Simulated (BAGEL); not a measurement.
# A workflow on singlet CH4ClGe+

Wanted: a single-point energy (singlet CH4ClGe+, HF/cc-pVDZ), then a single-point energy (doublet CH4ClGe, NEVPT2(3,3)/cc-pVDZ), then the energy (doublet CH4ClGe, CASPT2(3,3)/cc-pVDZ) of CH4ClGe. 

Program for the calculation: BAGEL 1.2.2.

3 further runs of the same task are left out: 3 set aside as unsound or not needed.

### 1 The system as given

The species is CH4ClGe+ (7 atoms), meant as a singlet with charge +1. SMILES of the parent species: `[CH3][GeH][Cl]`. The Ge2–H7 distance was set to 2.096 Å, away from the relaxed value. That shape belongs to the parent species and isn't relaxed for this state.

Bond lengths: C1–Ge2 1.957 Å, Ge2–Cl3 2.169 Å, C1–H4 1.092 Å, C1–H5 1.089 Å, C1–H6 1.091 Å. Angles: C1–Ge2–Cl3 107.0°, Ge2–C1–H4 108.6°, Ge2–C1–H5 110.0°, Ge2–C1–H6 109.8°, H4–C1–H5 109.4°, H4–C1–H6 109.5°, H5–C1–H6 109.6°. A long bond or contact: Ge2–H7 2.096 Å.

### 2 The energy at HF/cc-pVDZ (density fitting with svp-jkfit) (run 1)

calc.json

```json
{ "bagel": [

{
  "title": "molecule",
  "basis": "cc-pvdz.json",
  "df_basis": "svp-jkfit",
  "geometry": [
    { "atom": "C", "xyz": [    -2.28224870,     0.45739687,    -0.15957792 ] },
    { "atom": "Ge", "xyz": [     0.43612233,    -2.04441155,    -0.01066750 ] },
    { "atom": "Cl", "xyz": [     1.02496099,    -2.94429913,     3.94377338 ] },
    { "atom": "H", "xyz": [    -1.71589778,     2.11298593,     0.93495145 ] },
    { "atom": "H", "xyz": [    -4.00775762,    -0.33061892,     0.63920931 ] },
    { "atom": "H", "xyz": [    -2.61635228,     1.00730717,    -2.11790111 ] },
    { "atom": "H", "xyz": [     3.89548143,    -0.61321613,    -1.30410000 ] }
  ]
},

{ "title": "hf", "charge": 1 },

{ "title": "print", "file": "orbitals.molden", "orbitals": true }

]}
```

The basis set cc-pVDZ is read from a file made from the Basis Set Exchange's data (not shown).

The run is started by

```sh
$ BAGEL_NUM_THREADS=1 BAGEL calc.json > calc.out
```

Standard output:

```text
* using 1 threads per process

  ===============================================================
  ===============================================================

  *** Geometry ***

[... 20 lines left out ...]
  === Nuclear Repulsion ===
   249.9760996321

      * DIIS with orbital gradients will be used.

  === RHF iteration (cc-pvdz.json) ===
      0      -2574.54023902          0.01426266           0.07
      1      -2574.66368229          0.00741025           0.06
      2      -2574.69638207          0.00126823           0.06
[... 11 lines of this table left out ...]
     14      -2574.69827756          0.00000001           0.07
    * SCF iteration converged.

    * Permanent dipole moment:
           (    0.408189,    -0.392921,     1.587730) a.u.

    * METHOD: HF                                   1.18

    * METHOD: PRINT                                0.01

  ===============================================================
```

It took 1.8 s on 1 thread of Intel Xeon 6975P-C (Granite Rapids), shared host; peak memory 0.14 GiB.

### 3 Doublet neutral CH4ClGe: the energy at NEVPT2(3,3)/cc-pVDZ (density fitting with svp-jkfit) (run 2)

input.json

```json
{ "bagel": [

{
  "title": "molecule",
  "basis": "cc-pvdz.json",
  "df_basis": "svp-jkfit",
  "geometry": [
    { "atom": "C", "xyz": [ -2.28224870,  0.45739687, -0.15957792 ] },
    { "atom": "Ge", "xyz": [  0.43612233, -2.04441155, -0.01066750 ] },
    { "atom": "Cl", "xyz": [  1.02496099, -2.94429913,  3.94377338 ] },
    { "atom": "H", "xyz": [ -1.71589778,  2.11298593,  0.93495145 ] },
    { "atom": "H", "xyz": [ -4.00775762, -0.33061892,  0.63920931 ] },
    { "atom": "H", "xyz": [ -2.61635228,  1.00730717, -2.11790111 ] },
    { "atom": "H", "xyz": [  3.89548143, -0.61321613, -1.30410000 ] }
  ]
},
{
  "title": "hf",
  "charge": 1
},
{
  "title": "casscf",
  "nstate": 1,
  "nact": 3,
  "nclosed": 28,
  "nspin": 1,
  "active": [29, 30, 31],
  "maxiter": 200,
  "natocc": true
},
{
  "title": "nevpt2",
  "nstate": 1,
  "nact": 3,
  "nclosed": 28,
  "nspin": 1,
  "active": [29, 30, 31],
  "maxiter": 200,
  "natocc": true,
  "ncore": 15
},
{
  "title": "print",
  "file": "orbitals.molden",
  "orbitals": true
}

]}
```

The basis set cc-pVDZ is read from a file made from the Basis Set Exchange's data (not shown).

The run is started by

```sh
$ BAGEL_NUM_THREADS=1 BAGEL input.json > input.out
```

Standard output:

```text
* using 1 threads per process

  ===============================================================
  ===============================================================

  *** Geometry ***

[... 31 lines left out ...]
    * SCF iteration converged.
[... 1 line left out ...]
    * Permanent dipole moment:
[... 28 lines left out ...]
    * Second-order optimization converged. *
[... 11 lines left out ...]
     * ci vector, state   0, <S^2> = 0.7500
[... 6 lines left out ...]
    * METHOD: CASSCF                               4.00

    * freezing 15 orbitals

  === DF-NEVPT2 calculation ===

    * 3-index integral transformation done
    * assembly done

      NEVPT2 correlation energy:   -0.3606554618      0.12

          (+0)     -0.2981743610
          (+0)'    -0.0083759930
          (+1)     -0.0145576859
          (+1)'    -0.0005362111
          (+2)     -0.0004692292
          (-1)     -0.0281919853
          (-1)'    -0.0020260578
          (-2)     -0.0083239384

      NEVPT2 total energy:       -2575.3927250535

    * METHOD: NEVPT2                               0.24

    * METHOD: PRINT                                0.01

  ===============================================================
```

Run time: 6.3 s. Hardware: 1 thread of Intel Xeon 6975P-C (Granite Rapids), shared host; peak memory 0.14 GiB.

### 4 Doublet neutral CH4ClGe: a single-point energy at CASPT2(3,3)/cc-pVDZ (density fitting with svp-jkfit) (run 3)

input.json

```json
{ "bagel" : [

{
  "title" : "molecule",
  "basis" : "cc-pvdz.json",
  "df_basis" : "svp-jkfit",
  "geometry" : [
    { "atom" : "C", "xyz" : [ -2.28224870,  0.45739687, -0.15957792 ] },
    { "atom" : "Ge", "xyz" : [  0.43612233, -2.04441155, -0.01066750 ] },
    { "atom" : "Cl", "xyz" : [  1.02496099, -2.94429913,  3.94377338 ] },
    { "atom" : "H", "xyz" : [ -1.71589778,  2.11298593,  0.93495145 ] },
    { "atom" : "H", "xyz" : [ -4.00775762, -0.33061892,  0.63920931 ] },
    { "atom" : "H", "xyz" : [ -2.61635228,  1.00730717, -2.11790111 ] },
    { "atom" : "H", "xyz" : [  3.89548143, -0.61321613, -1.30410000 ] }
  ]
},
{
  "title" : "hf",
  "charge" : 1
},
{
  "title" : "casscf",
  "nstate" : 1,
  "nact" : 3,
  "nclosed" : 28,
  "nspin" : 1,
  "active" : [29, 30, 31],
  "maxiter" : 200,
  "natocc" : true
},
{
  "title" : "print",
  "file" : "orbitals.molden",
  "orbitals" : true
},
{
  "title" : "smith",
  "method" : "caspt2",
  "ms" : true,
  "xms" : true,
  "sssr" : true,
  "shift" : 0.2,
  "shift_imag" : true,
  "ncore" : 15
}

]}
```

The basis set cc-pVDZ is read from a file made from the Basis Set Exchange's data (not shown).

The run is started by

```sh
$ BAGEL_NUM_THREADS=1 BAGEL input.json > input.out
```

Standard output:

```text
* using 1 threads per process

  ===============================================================
  ===============================================================

  *** Geometry ***

[... 33 lines left out ...]
    * Permanent dipole moment:
[... 40 lines left out ...]
     * ci vector, state   0, <S^2> = 0.7500
[... 24 lines left out ...]
       #      aibj      arbs      arbi      airj      risj      airs      arst      rist         Etot      error   time
[... 9 lines left out ...]
      ------------------------------------------------------------------------------------------------------------------

    * CASPT2 energy : state  0    -2575.4004159789
        w/o shift correction      -2575.3978435776
        reference weight              0.8747867411

    * METHOD: SMITH                                0.57

  ===============================================================
```

Run time: 6.6 s. Hardware: 1 thread of Intel Xeon 6975P-C (Granite Rapids), shared host; peak memory 0.18 GiB.

### 5 Outcome

| quantity | value |
| --- | --- |
| run 1, HF/cc-pVDZ: total energy | -2574.69828 Eh |
| run 1, HF/cc-pVDZ: HOMO energy | -16.73 eV |
| run 1, HF/cc-pVDZ: LUMO energy | -7.53 eV |
| run 1, HF/cc-pVDZ: HOMO–LUMO gap | 9.20 eV |
| doublet neutral CH4ClGe, run 2: total energy | -2575.39273 Eh |
| doublet neutral CH4ClGe, run 3: total energy | -2575.40042 Eh |
